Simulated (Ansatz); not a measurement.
# CuSnF6: the cost of one run

Computed with Ansatz 0.2.0 (DFT r²SCAN+U (U_eff = 1 eV on Cu d), plane waves, PAW, unless a step's input says otherwise).

### Step 1. The structure to begin with

The structure is triclinic, space group P-1 (No. 2). Conventional cell: a = 5.105 Å, b = 5.169 Å, c = 5.435 Å, α = 62.46°, β = 89.83°, γ = 61.62°. Around Cu (site symmetry -1) lie 6 F at 1.94 to 2.17 Å. Around Sn (site symmetry -1) lie 6 F at 1.93 to 1.98 Å. F (site symmetry 1) is surrounded by 1 Cu at 1.95 Å and 1 Sn at 1.97 Å. F (site symmetry 1) has 1 Sn at 1.93 Å and 1 Cu at 2.17 Å in its first shell of neighbours. F (site symmetry 1) is surrounded by 1 Cu at 1.94 Å and 1 Sn at 1.98 Å.

Cell or atoms stand a little off a more symmetric structure (R-3 at a tolerance of 0.3 Å), so results at this geometry aren't those of that ideal crystal.

As a file:

```cif
data_structure
_symmetry_space_group_name_H-M 'P-1'
_symmetry_Int_Tables_number 2
_cell_length_a 5.1050
_cell_length_b 5.1694
_cell_length_c 5.4349
_cell_angle_alpha 62.464
_cell_angle_beta 89.831
_cell_angle_gamma 61.623
_cell_volume 107.49
loop_
_atom_site_label
_atom_site_type_symbol
_atom_site_symmetry_multiplicity
_atom_site_Wyckoff_symbol
_atom_site_fract_x
_atom_site_fract_y
_atom_site_fract_z
_atom_site_occupancy
Cu1 Cu 1 a 0.00000 0.00000 0.00000 1
Sn1 Sn 1 f 0.50000 0.00000 0.50000 1
F1 F 2 i 0.24700 0.12300 0.74800 1
F2 F 2 i 0.61000 0.52900 0.73700 1
F3 F 2 i 0.13300 0.11400 0.25000 1
```

Magnetic order typed: ferromagnetic.

### Step 2. From atoms, symmetry kept, no search

File input.yaml:

```yaml
crystal:
  lattice:
    - [5.10500033, 0.0, 0.0]
    - [2.45680522, 4.54821919, 0.0]
    - [0.01600588, 2.84709021, 4.62943588]
  atoms:
    - { symbol: Cu, position: [0.0, 0.0, 0.0], spin: 1.0 }
    - { symbol: Sn, position: [0.5, 0.0, 0.5] }
    - { symbol: F, position: [0.247, 0.123, 0.748] }
    - { symbol: F, position: [0.753, 0.877, 0.252] }
    - { symbol: F, position: [0.61, 0.529, 0.737] }
    - { symbol: F, position: [0.39, 0.471, 0.263] }
    - { symbol: F, position: [0.133, 0.114, 0.25] }
    - { symbol: F, position: [0.867, 0.886, 0.75] }
basis:
  ecutwfc: 500
  ecutrho_ratio: 4
kpoints:
  mp_grid: { grid: [5, 5, 4] }
hamiltonian:
  xc: r2scan
  hubbard: { sites: [{ site: 0, l: d, u_eff: 1.0 }] }
scf:
  occupations: { method: gaussian, width: 0.05 }
  lower_state_search: "off"
  max_iter: 150
output:
  forces: true
  stress: true
  eigenvalues: true
  populations: true
  hubbard: { sites: [{ site: 0, l: d }] }
magnetization:
  spin_polarized: true
```

On the command line:

```console
ansatz run input.yaml --threads 8 --pin off --max-ram 12288MiB --backend cpu --events-out ev --progress --plain --runs-dir out
```

Q: Estimate wall time and peak memory on 8 threads of Arm Neoverse V2, shared host.

About 22 s, with a peak of 1.3 GiB.
